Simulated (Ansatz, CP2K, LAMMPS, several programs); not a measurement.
Energy against volume for SiC (P6_3mc) from a database structure, at fixed shape and fractional coordinates, computed by several methods (PBE and r2SCAN, where shown, with plane waves in Ansatz); the cell shown is that of r2SCAN. With free coordinates or axes held, a curve is too stiff, and on another method's shape its minimum isn't the method's own volume. It is hexagonal, P6_3mc (No. 186); conventional cell a = 3.078 Å, c = 15.108 Å, 10.33 Å³ an atom. Si has 4 C at 1.88–1.89 Å; Si has 4 C at 1.89 Å; C has 4 Si at 1.88–1.89 Å; C has 4 Si at 1.89 Å. (Simulation; spin polarisation is off.) Energies count from each curve's lowest point; fits are third-order Birch-Murnaghan.

Space group P6_3mc (No. 186). a = 3.078 Å, b = 3.078 Å, c = 15.108 Å, α = 90.00°, β = 90.00°, γ = 120.00°
```tsv
atom	site	symmetry	x	y	z
Si	2b	3m.	0.3333	0.6667	0.8330
Si	2b	3m.	0.6667	0.3333	0.6665
Si	2a	3m.	0.0000	0.0000	0.4997
C	2a	3m.	0.0000	0.0000	0.8744
C	2b	3m.	0.3333	0.6667	0.7080
C	2b	3m.	0.6667	0.3333	0.5415
```

light PBE (260 eV and a coarse mesh), on the shape of the cell shown:
```
V (Å³/atom)  E (meV/atom)
      9.506         83.54
      9.919         33.74
     10.332          2.10
     10.745          0.00
     11.159         20.12
     11.572         49.39
```
The points scatter about the fit by more than 0.3 meV an atom, since at so low a cutoff the number of plane waves jumps with the volume, so no fit is quoted.

r2SCAN, on the shape of its own relaxed cell:

| V (Å³/atom) | E (meV/atom) |
| --- | --- |
| 9.712 | 29.22 |
| 10.022 | 6.95 |
| 10.332 | 0.00 |
| 10.642 | 6.29 |
| 10.952 | 24.00 |

V₀ = 10.33 Å³ an atom and B₀ = 227 GPa.

Task: PBE/DZVP (CP2K), on the shape of the cell shown, gives
```csv
V (Å³/atom),E (meV/atom)
9.092,146.93
9.712,38.61
10.332,0.00
10.952,13.63
11.572,66.40
```
What equilibrium volume and bulk modulus follow?

Result: V₀ = 10.46 Å³ an atom and B₀ = 213 GPa.

PBE/SZV (CP2K), on the shape of the cell shown:

| V (Å³/atom) | E (meV/atom) |
| --- | --- |
| 9.092 | 357.46 |
| 9.712 | 162.36 |
| 10.332 | 49.95 |
| 10.952 | 0.74 |
| 11.572 | 0.00 |

V₀ = 11.27 Å³ an atom and B₀ = 199 GPa. The lowest point lies at an end of the range, so the fit is barely bracketed.

Task: SiC.vashishta (LAMMPS), on the shape of its own relaxed cell, gives
```
V (Å³/atom)  E (meV/atom)
      9.694         29.76
     10.003          6.93
     10.313          0.00
     10.622          6.20
     10.931         22.69
```
What equilibrium volume and bulk modulus follow?

Result: V₀ = 10.31 Å³ an atom and B₀ = 223 GPa.
